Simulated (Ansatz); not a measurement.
# Hf2: the cost of one run

Method: def2-QZVPP, core rule «outside noble gas», up to 8 orbitals frozen; program: Ansatz 0.2.0, Gaussian basis.

The runs, in order: UHF; ROHF; CCSD(T) on UHF.

### 1 What is computed

The geometry is a PBE0/def2-TZVP stationary point (not a proven minimum) of the parent state, kept for this charge and spin. No spin-orbit coupling is included. Elements past krypton take def2 core potentials.

2 atoms, charge 0, spin multiplicity 3.

Atoms are counted from 1 here; the program's logs count them from 0.

Bond lengths: Hf1–Hf2 2.714 Å.

Geometry (Å):

```xyz
2
Hf2
Hf    0.0000    0.0000    0.0000
Hf    0.0000    0.0000    2.7136
```

### 2 UHF

in.yaml

```yaml
crystal:
  periodic: [false, false, false]
  atoms:
    - {symbol: Hf, position_ang: [0.000000, 0.000000, 0.000000]}
    - {symbol: Hf, position_ang: [0.000000, 0.000000, 2.713600]}
basis:
  gaussian: {orbitals: "def2-QZVPP.json"}
magnetization: {spin_polarized: true, initial_magnetization: 2}
hamiltonian: {xc: hf}
output: {orbitals: {seedname: orbitals}}
```

The run is started by

```bash
> ansatz run in.yaml --threads 1 --pin off --events-out ev --progress --plain --max-ram 4096MiB --backend cpu
```

What time and memory should one allow on 1 thread of AMD EPYC 7R13, shared host?

About 2.7 min, with a peak of 0.44 GiB.
